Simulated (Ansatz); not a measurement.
# BFH2Zn: taking an electron away

An exercise on one series of results from a longer session: the logs are not shown, and one member is left open.

Method: unrestricted cation, the program's frozen cores in correlated methods; program: Ansatz 0.2.0, Gaussian basis.

Plan: UKS PBE-D4/def2-TZVPP; UKS r2SCAN-D4/def2-TZVPP; UKS PBE0-D4/def2-TZVPP; UKS B3LYP-D4/def2-TZVPP; UKS wB97X-V/def2-TZVPP; UKS wB97M-V/def2-TZVPP; UKS B2PLYP (frozen core with 3s3p of Cu, Zn)/def2-TZVPP; UHF-CCSD(T) with 3s3p of Cu, Zn/def2-TZVPP; UHF-MP2 with 3s3p of Cu, Zn/def2-QZVPP; extrapolation to the limit; then −ε(HOMO) from the neutral's earlier runs with LDA (SPW92), PBE-D4, revPBE-D4, BLYP-D4, r2SCAN-D4, B97M-V, PBE0-D4, B3LYP-D4, r2SCANh-D4, r2SCAN0-D4, HSE06-D4, BHLYP-D4, CAM-B3LYP-D4, LC-ωPBE, ωB97X-V, ωB97M-V.

### The geometry

All runs share one geometry, relaxed beforehand with PBE0-D4 in a triple-zeta def2 set.

SMILES `[BH2][Zn][F]`, 5 atoms, charge 0, spin multiplicity 1.

Atoms are counted from 1 here; the program's logs count them from 0.

Bond lengths: B1–Zn2 2.033 Å, B1–H4 1.195 Å, B1–H5 1.195 Å, Zn2–F3 1.760 Å. Angles: Zn2–B1–H4 121.5°, Zn2–B1–H5 121.5°, H4–B1–H5 117.0°, B1–Zn2–F3 180.0°.

The first run:

in.yaml

```yaml
crystal:
  periodic: [false, false, false]
  atoms:
    - {symbol: B, position_ang: [-0.657521, 0.440247, -0.439240]}
    - {symbol: Zn, position_ang: [0.825024, -0.570246, 0.517770]}
    - {symbol: F, position_ang: [2.108362, -1.444964, 1.346337]}
    - {symbol: H, position_ang: [-1.577563, -0.131479, -0.944971]}
    - {symbol: H, position_ang: [-0.648402, 1.632841, -0.521397]}
basis:
  gaussian: {orbitals: def2-TZVPP}
total_charge: 1
magnetization: {spin_polarized: true, initial_magnetization: 1}
hamiltonian: {xc: pbe, dispersion: d4}
```

Run with:

```
ansatz run in.yaml --threads 2 --pin off --events-out ev --progress --plain --max-ram 4352MiB
```

Among the steps run: Cation, UKS PBE-D4/def2-TZVPP; Cation, UKS r2SCAN-D4/def2-TZVPP; Cation, UKS PBE0-D4/def2-TZVPP; Cation, UKS B3LYP-D4/def2-TZVPP; Cation, UKS wB97X-V/def2-TZVPP; Cation, UKS wB97M-V/def2-TZVPP; Cation, UKS B2PLYP (frozen core with 3s3p of Cu, Zn)/def2-TZVPP; Cation, UHF-CCSD(T) with 3s3p of Cu, Zn/def2-TZVPP; Cation, UHF-MP2 with 3s3p of Cu, Zn/def2-QZVPP.

One of the session's tables, all rows but one given; the rest of the session is left out.

For comparison, −ε(HOMO) of the neutral from earlier runs:

```
  functional  −ε(HOMO) (eV)
 LDA (SPW92)           7.53
      PBE-D4           7.32
   revPBE-D4           7.24
     BLYP-D4              ?
   r2SCAN-D4           7.56
      B97M-V           7.53
     PBE0-D4           8.41
    B3LYP-D4           8.26
  r2SCANh-D4           7.96
  r2SCAN0-D4           8.57
    HSE06-D4           8.00
    BHLYP-D4           9.42
CAM-B3LYP-D4           9.79
     LC-ωPBE          11.10
     ωB97X-V          10.71
     ωB97M-V          10.59
```

**Question.** Estimate the row for BLYP-D4.

Worked estimate for «−ε(HOMO) (eV)». Against the share of exact exchange, B3LYP-D4 (0.2, 8.26), BHLYP-D4 (0.5, 9.42) give a slope of 3.87 per unit share; at 0 the line stands at 7.49.

As computed: −ε(HOMO) (eV): 7.23. In «−ε(HOMO) (eV)» the line misses by +0.26.
